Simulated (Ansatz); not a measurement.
**CH₅GaO₃: one species, many methods**

An exercise on one series of results from a longer session: the logs are not shown, and one member is left open.

The runs use Ansatz 0.2.0, Gaussian basis; functionals in def2-TZVPP, the program's frozen cores in correlated methods.

Plan: PBE-D4, r2SCAN-D4, PBE0-D4, B3LYP-D4, ωB97X-V, ωB97M-V, B2PLYP; CCSD(T)/def2-TZVPP; MP2/def2-QZVPP; extrapolation to the limit.

## The geometry

An earlier PBE0-D4 in a triple-zeta def2 set relaxation fixed the geometry.

10 atoms, charge 0, spin multiplicity 1.

Atoms are counted from 1 here; the program's logs count them from 0.

Bond lengths: C1–O2 1.411 Å, C1–H6 1.095 Å, C1–H7 1.095 Å, C1–H8 1.096 Å, O2–Ga3 1.768 Å, Ga3–O4 1.775 Å, Ga3–O5 1.774 Å, O4–H9 0.960 Å, O5–H10 0.960 Å. Angles: O2–C1–H6 109.5°, O2–C1–H7 109.6°, O2–C1–H8 113.2°, H6–C1–H7 108.1°, H6–C1–H8 108.1°, H7–C1–H8 108.1°, C1–O2–Ga3 122.5°, O2–Ga3–O4 119.2°, O2–Ga3–O5 120.3°, O4–Ga3–O5 120.5°, Ga3–O4–H9 113.1°, Ga3–O5–H10 113.1°.

Set-up of the first run:

The input, in.yaml:

```yaml
crystal:
  periodic: [false, false, false]
  atoms:
    - {symbol: C, position_ang: [-0.102593, -0.285123, -1.778902]}
    - {symbol: O, position_ang: [-0.662683, 0.396345, -0.677736]}
    - {symbol: Ga, position_ang: [-0.032496, 0.226228, 0.964879]}
    - {symbol: O, position_ang: [1.356775, -0.839439, 1.253833]}
    - {symbol: O, position_ang: [-0.782422, 1.111170, 2.307298]}
    - {symbol: H, position_ang: [-0.865901, -0.916629, -2.245453]}
    - {symbol: H, position_ang: [0.240597, 0.441001, -2.523304]}
    - {symbol: H, position_ang: [0.746708, -0.921624, -1.506912]}
    - {symbol: H, position_ang: [1.626082, -0.866807, 2.174604]}
    - {symbol: H, position_ang: [-1.524076, 1.654888, 2.031693]}
basis:
  gaussian: {orbitals: def2-TZVPP}
hamiltonian: {xc: pbe, dispersion: d4}
output: {forces: true, orbitals: {seedname: orbitals}}
```

Run with:

```
$ ansatz run in.yaml --threads 2 --pin off --events-out ev --progress --plain --max-ram 22528MiB --backend cpu
```

Among the steps run: PBE-D4 (GGA); r2SCAN-D4 (meta-GGA); PBE0-D4 (hybrid); B3LYP-D4 (hybrid); ωB97X-V (range-separated); ωB97M-V (range-separated); B2PLYP (double hybrid); CCSD(T) in def2-TZVPP; MP2 in def2-QZVPP.

One of the session's tables, all rows but one given; the rest of the session is left out.

| method | atomisation energy (kJ/mol) |
| --- | --- |
| PBE-D4 | 3729.8 |
| r2SCAN-D4 | 3671.5 |
| PBE0-D4 | 3625.1 |
| B3LYP-D4 | 3629.1 |
| ωB97X-V | 3666.8 |
| ωB97M-V | 3656.7 |
| B2PLYP | 3624.1 |
| HF/def2-TZVPP | 2508.7 |
| MP2/def2-TZVPP | 3703.8 |
| CCSD/def2-TZVPP | 3528.6 |
| CCSD(T)/def2-TZVPP | 3593.8 |
| MP2/CBS | 3800.7 |
| CCSD(T)/CBS | ? |

Estimate the missing values for CCSD(T)/CBS.

As computed: atomisation energy (kJ/mol): 3690.7. In the column «atomisation energy (kJ/mol)» it lies between r2SCAN-D4 (3671.5) and MP2/def2-TZVPP (3703.8).
